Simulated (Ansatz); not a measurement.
**AlCl₂HS: up Jacob's ladder to CCSD(T)**

The task here is to estimate one member of a computed series from the others.

The runs use Ansatz 0.2.0, Gaussian basis; functionals in def2-TZVPP, the program's frozen cores in correlated methods.

The runs, in order: LDA (SPW92), PBE-D4, revPBE-D4, BLYP-D4, r2SCAN-D4, B97M-V, PBE0-D4, B3LYP-D4, r2SCANh-D4, r2SCAN0-D4, HSE06-D4, BHLYP-D4, CAM-B3LYP-D4, LC-ωPBE, ωB97X-V, ωB97M-V, B2PLYP, PBE-QIDH; CCSD(T)/def2-SVP; CCSD(T)/def2-TZVPP; MP2/def2-QZVPP; extrapolation to the limit; RPA on PBE.

## The relaxed structure

An earlier PBE0-D4 in a triple-zeta def2 set relaxation fixed the geometry.

SMILES `[SH][Al]([Cl])[Cl]`, 5 atoms, charge 0, spin multiplicity 1.

Atoms are counted from 1 here; the program's logs count them from 0.

Bond lengths: S1–Al2 2.158 Å, S1–H5 1.345 Å, Al2–Cl3 2.076 Å, Al2–Cl4 2.080 Å. Angles: Al2–S1–H5 92.1°, S1–Al2–Cl3 119.0°, S1–Al2–Cl4 121.1°, Cl3–Al2–Cl4 120.0°.

Set-up of the first run:

in.yaml

```yaml
crystal:
  periodic: [false, false, false]
  atoms:
    - {symbol: S, position_ang: [-0.049107, 1.690899, 0.210047]}
    - {symbol: Al, position_ang: [0.281331, -0.440173, 0.142892]}
    - {symbol: Cl, position_ang: [1.832203, -1.252371, 1.258846]}
    - {symbol: Cl, position_ang: [-0.924125, -1.677666, -1.015547]}
    - {symbol: H, position_ang: [-1.090501, 1.605610, -0.637538]}
basis:
  gaussian: {orbitals: def2-TZVPP}
hamiltonian: {xc: lda}
output: {orbitals: {seedname: orbitals}}
```

Started as:

```sh
ansatz run in.yaml --threads 4 --pin off --events-out ev --progress --plain --max-ram 10444MiB
```

Among the steps run: LDA; PBE-D4 (GGA); revPBE-D4 (GGA); BLYP-D4 (GGA); r2SCAN-D4 (meta-GGA); B97M-V (meta-GGA); B3LYP-D4 (hybrid); r2SCANh-D4 (hybrid); r2SCAN0-D4 (hybrid); HSE06-D4 (hybrid); BHLYP-D4 (hybrid); CAM-B3LYP-D4 (range-separated); LC-ωPBE (range-separated); ωB97X-V (range-separated); ωB97M-V (range-separated); B2PLYP (double hybrid); PBE-QIDH (double hybrid).

One table of the session follows, with a row left open; its other results are not shown here.

It belongs to the step «Frontier levels by functional». 

```
  functional  HOMO (eV)  gap (eV)
 LDA (SPW92)      -7.17      5.03
      PBE-D4      -7.03      5.18
   revPBE-D4      -6.97      5.26
     BLYP-D4      -6.83      5.07
   r2SCAN-D4      -7.33      5.90
      B97M-V      -7.37      5.86
     PBE0-D4      -8.26      7.25
    B3LYP-D4      -7.98      6.72
  r2SCANh-D4      -7.78      6.62
  r2SCAN0-D4      -8.46      7.69
    HSE06-D4      -7.86      6.47
    BHLYP-D4      -9.31      9.13
CAM-B3LYP-D4      -9.56      9.51
     LC-ωPBE          ?         ?
     ωB97X-V     -10.63     11.63
     ωB97M-V     -10.44     11.15
```

Q: Estimate the row for LC-ωPBE from the others.

**Answer.** HOMO (eV): -11.02; gap (eV): 12.14. In the column «HOMO (eV)» it is the lowest.
